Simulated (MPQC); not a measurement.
**AsH3 (arsine) at 6 levels**

We compute a comparison of 6 runs (HF/STO-3G, HF/3-21G, HF/pcseg-1, B3LYP/6-31G*, B3LYP/pcseg-2, MP2/def2-SVP) of AsH3 (arsine). 

The calculation is run with MPQC 2.3.1.

2 further runs of the same task are left out: 2 set aside as unsound or not needed.

**1. The molecule**

AsH3: 4 atoms, total charge 0, spin state singlet. As SMILES, `[AsH3]`. The coordinates come from a PBE0-D4/def2-TZVP relaxation.

Bond lengths: As1–H2 1.522 Å, As1–H3 1.522 Å, As1–H4 1.522 Å. Angles: H2–As1–H3 92.0°, H2–As1–H4 92.0°, H3–As1–H4 92.0°.

**2. Energy and forces at HF/STO-3G (run 1)**

input.in reads:

```
% emacs should use -*- KeyVal -*- mode
molecule<Molecule>: (
   symmetry = c1
   unit = angstrom
   { atoms geometry } = {
      As [ -0.215800     0.487600    -0.346000 ]
      H  [ 0.349900     0.630300     1.059400 ]
      H  [ -1.068000    -0.705500     0.061100 ]
      H  [ 0.933900    -0.412500    -0.774500 ]
   }
)
basis<GaussianBasisSet>: (
   name = "STO-3G"
   molecule = $:molecule
   basisdir = "."
   puream = yes
)
mpqc: (
   checkpoint = no
   savestate = no
   restart = no
   do_energy = yes
   do_gradient = yes
   optimize = no
   mole<CLHF>: (
      molecule = $:molecule
      basis = $:basis
      total_charge = 0
      memory = 1000000000
      print_evals = yes
      maxiter = 120
      value_accuracy = 1e-08
      guess_wavefunction<CLHF>: (
         molecule = $:molecule
         total_charge = 0
         memory = 1000000000
         value_accuracy = 1e-3
         basis<GaussianBasisSet>: (
            name = "STO-3G"
            molecule = $:molecule
         )
      )
   )
)
```

The basis set STO-3G is read from a file made from the Basis Set Exchange's data (not shown).

Command:

```console
mpqc input.in > input.out
```

The program printed:

```text
MPQC: Massively Parallel Quantum Chemistry
[...]
  LUMO is    19   A =   0.407914
  total scf energy = -2211.0079893418
[...]
Value of the MolecularEnergy: -2211.0079893418
  Gradient of the MolecularEnergy:
      1   -0.0194207421
      2    0.0438567801
      3   -0.0311179442
      4    0.0116138550
      5    0.0000557711
      6    0.0278500159
      7   -0.0146272215
      8   -0.0246619733
      9    0.0093698670
     10    0.0224341086
     11   -0.0192505779
     12   -0.0061019387
[...]
      symmetry = c1
[...]
```

Run time: 0.32 s. Hardware: 1 thread of Intel Xeon 6975P-C (Granite Rapids), shared host.

**3. Energy and forces at HF/3-21G (run 2)**

run.in reads:

```
% AsH3
molecule<Molecule>: (
    symmetry = c1
    unit = angstrom
    { atoms geometry } = {
        As [ -0.215800       0.487600      -0.346000 ]
        H  [ 0.349900       0.630300       1.059400 ]
        H  [ -1.068000      -0.705500       0.061100 ]
        H  [ 0.933900      -0.412500      -0.774500 ]
    }
)
basis<GaussianBasisSet>: (
    name = "3-21G"
    molecule = $:molecule
    basisdir = "."
    puream = yes
)
mpqc: (
    checkpoint = no
    savestate = no
    restart = no
    do_energy = yes
    do_gradient = yes
    optimize = no
    mole<CLHF>: (
        molecule = $:molecule
        basis = $:basis
        total_charge = 0
        memory = 1000000000
        print_evals = yes
        maxiter = 120
        value_accuracy = 1e-08
        guess_wavefunction<CLHF>: (
            molecule = $:molecule
            total_charge = 0
            memory = 1000000000
            value_accuracy = 1e-3
            basis<GaussianBasisSet>: (
                name = "STO-3G"
                molecule = $:molecule
            )
        )
    )
)
```

The basis set 3-21G is read from a file made from the Basis Set Exchange's data (not shown).

Command:

```console
mpqc -o run.out run.in
```

The program printed:

```text
MPQC: Massively Parallel Quantum Chemistry
[...]
  LUMO is    19   A =   0.158275
  total scf energy = -2225.1281003479
[...]
Value of the MolecularEnergy: -2225.1281003479
  Gradient of the MolecularEnergy:
      1   -0.0029622016
      2    0.0066712761
      3   -0.0047321642
      4    0.0002597536
      5   -0.0042883959
      6   -0.0008777545
      7    0.0039541540
      8   -0.0008050199
      9    0.0017193806
     10   -0.0012517061
     11   -0.0015778604
     12    0.0038905382
[...]
      symmetry = c1
[...]
```

Run time: 0.46 s. Hardware: 1 thread of Intel Xeon 6975P-C (Granite Rapids), shared host.

**4. Energy and gradient at HF/pcseg-1 (run 3)**

input.in reads:

```
% AsH3
molecule<Molecule>: (
    symmetry = c1
    unit = angstrom
    { atoms geometry } = {
        As [ -0.215800     0.487600    -0.346000 ]
        H  [ 0.349900     0.630300     1.059400 ]
        H  [ -1.068000    -0.705500     0.061100 ]
        H  [ 0.933900    -0.412500    -0.774500 ]
    }
)
basis<GaussianBasisSet>: (
    name = "pcseg-1"
    molecule = $:molecule
    basisdir = "."
    puream = yes
)
mpqc: (
    checkpoint = no
    savestate = no
    restart = no
    do_energy = yes
    do_gradient = yes
    optimize = no
    mole<CLHF>: (
        molecule = $:molecule
        basis = $:basis
        total_charge = 0
        memory = 1000000000
        print_evals = yes
        maxiter = 120
        value_accuracy = 1e-08
        guess_wavefunction<CLHF>: (
            molecule = $:molecule
            total_charge = 0
            memory = 1000000000
            value_accuracy = 1e-3
            basis<GaussianBasisSet>: (
                name = "STO-3G"
                molecule = $:molecule
            )
        )
    )
)
```

The basis set pcseg-1 is read from a file made from the Basis Set Exchange's data (not shown).

Command:

```console
mpqc input.in > input.out
```

The program printed:

```text
MPQC: Massively Parallel Quantum Chemistry
[...]
  LUMO is    19   A =   0.148711
  total scf energy = -2235.6363180584
[...]
Value of the MolecularEnergy: -2235.6363180584
  Gradient of the MolecularEnergy:
      1   -0.0048478069
      2    0.0109298583
      3   -0.0077536507
      4    0.0018882545
      5   -0.0028548440
      6    0.0035267699
      7    0.0004806779
      8   -0.0041778068
      9    0.0025313450
     10    0.0024788745
     11   -0.0038972076
     12    0.0016955359
[...]
      symmetry = c1
[...]
```

It took 1.8 s on 1 thread of Intel Xeon 6975P-C (Granite Rapids), shared host.

Runs 4 to 5 aren't shown in full; the table further down has their settings and results.

**5. Energy and gradient at MP2/def2-SVP (run 6)**

job.in reads:

```
molecule<Molecule>: (
   symmetry = c1
   unit = bohr
   { atoms geometry } = {
      As [ -0.40780290 0.92143046 -0.65384524 ]
      H  [ 0.66121517 1.19109438 2.00197586 ]
      H  [ -2.01822750 -1.33320178 0.11546227 ]
      H  [ 1.76481523 -0.77951203 -1.46359288 ]
   }
)
basis<GaussianBasisSet>: (
   name = "def2-SVP"
   molecule = $:molecule
   basisdir = "."
   puream = yes
)
mpqc: (
   checkpoint = no
   savestate = no
   restart = no
   do_energy = yes
   do_gradient = yes
   optimize = no
   mole<MBPT2>: (
      molecule = $:molecule
      basis = $:basis
      memory = 1000000000
      method = mp
      nfzc = 9
      reference<CLHF>: (
         molecule = $:molecule
         basis = $:basis
         total_charge = 0
         memory = 1000000000
         print_evals = yes
         maxiter = 120
         value_accuracy = 1e-08
         guess_wavefunction<ExtendedHuckelWfn>: (
            molecule = $:molecule
            total_charge = 0
            multiplicity = 1
            basis<GaussianBasisSet>: (
               name = "STO-3G"
               molecule = $:molecule
            )
         )
      )
   )
)
```

The basis set def2-SVP is read from a file made from the Basis Set Exchange's data (not shown).

Command:

```console
mpqc -o job.out job.in
```

The program printed:

```text
MPQC: Massively Parallel Quantum Chemistry
[...]
  CLSCF::init: total charge = 0
[...]
  nbasis = 47
[...]
  iter     1 energy = -2227.8974079848 delta = 2.55060e-01
[...]
  LUMO is    19   A =   0.152532
  total scf energy = -2235.6509114035
[...]
  MP2 correlation energy [au]:         -0.250383834100
  MP2 energy [au]:                   -2235.901295237615
[...]
Value of the MolecularEnergy: -2235.9012952376
  Gradient of the MolecularEnergy:
      1   -0.0035886239
      2    0.0080845374
      3   -0.0057346173
      4    0.0019545130
      5   -0.0005205560
      6    0.0045037483
      7   -0.0019313803
      8   -0.0041783946
      9    0.0017633777
     10    0.0035654912
     11   -0.0033855868
     12   -0.0005325087
[...]
        symmetry = c1
[...]
```

Wall time 4.5 s (1 thread of Intel Xeon 6975P-C (Granite Rapids), shared host); peak memory 0.13 GiB.

**6. The series**

| run | level | integration grid | starting guess | energy (Eh) | HOMO energy (eV) | LUMO energy (eV) | HOMO–LUMO gap (eV) | wall time |
| --- | --- | --- | --- | --- | --- | --- | --- | --- |
| 1 | HF/STO-3G | – | STO-3G | -2211.007989 | -7.91 | 11.10 | 19.01 | 0.32 s |
| 2 | HF/3-21G | – | STO-3G | -2225.128100 | -10.24 | 4.31 | 14.54 | 0.46 s |
| 3 | HF/pcseg-1 | – | STO-3G | -2235.636318 | -10.41 | 4.05 | 14.46 | 1.8 s |
| 4 | B3LYP/6-31G* (spherical functions) | xfine | STO-3G | -2237.412872 | -7.54 | 0.68 | 8.22 | 10 s |
| 5 | B3LYP/pcseg-2 | xfine | 3-21G | -2237.757620 | -7.67 | 0.18 | 7.85 | 58 s |
| 6 | MP2/def2-SVP | – | huckel STO-3G | -2235.901295 | -10.36 | 4.15 | 14.51 | 4.5 s |

**7. Results**

| quantity | value |
| --- | --- |
| run 6: total energy | -2235.90130 Eh |
| run 6: HOMO energy (Hartree–Fock orbitals) | -10.36 eV |
| run 6: LUMO energy (Hartree–Fock orbitals) | 4.15 eV |
| run 6: HOMO–LUMO gap (Hartree–Fock orbitals) | 14.51 eV |
| run 6: correlation energy (9 core orbitals frozen) | -250.4 mEh |
| run 6: largest force on an atom | 0.542 eV/Å |

What this shows: Over runs 1, 2, 3, 4, 5 the HOMO–LUMO gap runs from 7.85 eV (B3LYP/pcseg-2) to 19.01 eV (HF/STO-3G). The two ends differ in method and basis. In run 1 the basis is minimal, so the values are rough. All runs together took 75 s, the longest 58 s.
